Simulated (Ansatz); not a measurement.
**CH6AlNS: how energies converge with the basis set**

One table from this session's results is given with a row withheld; the runs are named, their logs left out.

Computed with Ansatz 0.2.0, Gaussian basis. Level: one geometry, several basis sets.

Plan: PBE0-D4/def2-SVP; ωB97M-V/def2-SVP; PBE0-D4/def2-QZVPP; ωB97M-V/def2-QZVPP; the functionals' def2-TZVPP values are taken from earlier runs.

### The relaxed structure

The geometry comes from an earlier relaxation with PBE0-D4 in a triple-zeta def2 set; it is a stationary point, not always the lowest conformer.

SMILES `[AlH2][NH]CS`, 10 atoms, charge 0, spin multiplicity 1.

Atoms are counted from 1 here; the program's logs count them from 0.

Bond lengths: Al1–N2 1.777 Å, Al1–H5 1.582 Å, Al1–H6 1.581 Å, N2–C3 1.428 Å, N2–H7 1.010 Å, C3–S4 1.836 Å, C3–H8 1.092 Å, C3–H9 1.092 Å, S4–H10 1.343 Å. Angles: N2–Al1–H5 116.7°, N2–Al1–H6 117.4°, H5–Al1–H6 125.9°, Al1–N2–C3 127.4°, Al1–N2–H7 120.0°, C3–N2–H7 112.1°, N2–C3–S4 116.2°, N2–C3–H8 112.3°, N2–C3–H9 110.0°, S4–C3–H8 107.2°, S4–C3–H9 103.2°, H8–C3–H9 107.3°, C3–S4–H10 96.5°.

The first run:

The input, in.yaml:

```yaml
crystal:
  periodic: [false, false, false]
  atoms:
    - {symbol: Al, position_ang: [-0.786214, 1.757076, -0.006616]}
    - {symbol: N, position_ang: [-0.363976, 0.097308, 0.467390]}
    - {symbol: C, position_ang: [0.811393, -0.633171, 0.116610]}
    - {symbol: S, position_ang: [0.643262, -1.817094, -1.276683]}
    - {symbol: H, position_ang: [0.316013, 2.572076, -0.796262]}
    - {symbol: H, position_ang: [-2.202885, 2.302179, 0.436702]}
    - {symbol: H, position_ang: [-1.038272, -0.477120, 0.952674]}
    - {symbol: H, position_ang: [1.223741, -1.187280, 0.963022]}
    - {symbol: H, position_ang: [1.587557, 0.052222, -0.231429]}
    - {symbol: H, position_ang: [-0.107717, -2.717298, -0.622406]}
basis:
  gaussian: {orbitals: def2-SVP}
hamiltonian: {xc: pbe0, dispersion: d4}
output: {orbitals: {seedname: orbitals}}
```

Among the steps run: PBE0-D4 in def2-SVP; ωB97M-V in def2-SVP; PBE0-D4 in def2-QZVPP; ωB97M-V in def2-QZVPP.

One of the session's tables, all rows but one given; the rest of the session is left out.

It belongs to the step «Functionals by basis». 

```
functional       basis  HOMO (eV)
   PBE0-D4    def2-SVP      -6.66
   PBE0-D4  def2-TZVPP          ?
   PBE0-D4  def2-QZVPP      -6.83
   ωB97M-V    def2-SVP      -8.87
   ωB97M-V  def2-TZVPP      -9.04
   ωB97M-V  def2-QZVPP      -9.08
```

Estimate the missing values for PBE0-D4, def2-TZVPP.

The run gave: HOMO (eV): -6.80. In the column «HOMO (eV)» it lies between PBE0-D4, def2-QZVPP (-6.83) and PBE0-D4, def2-SVP (-6.66).
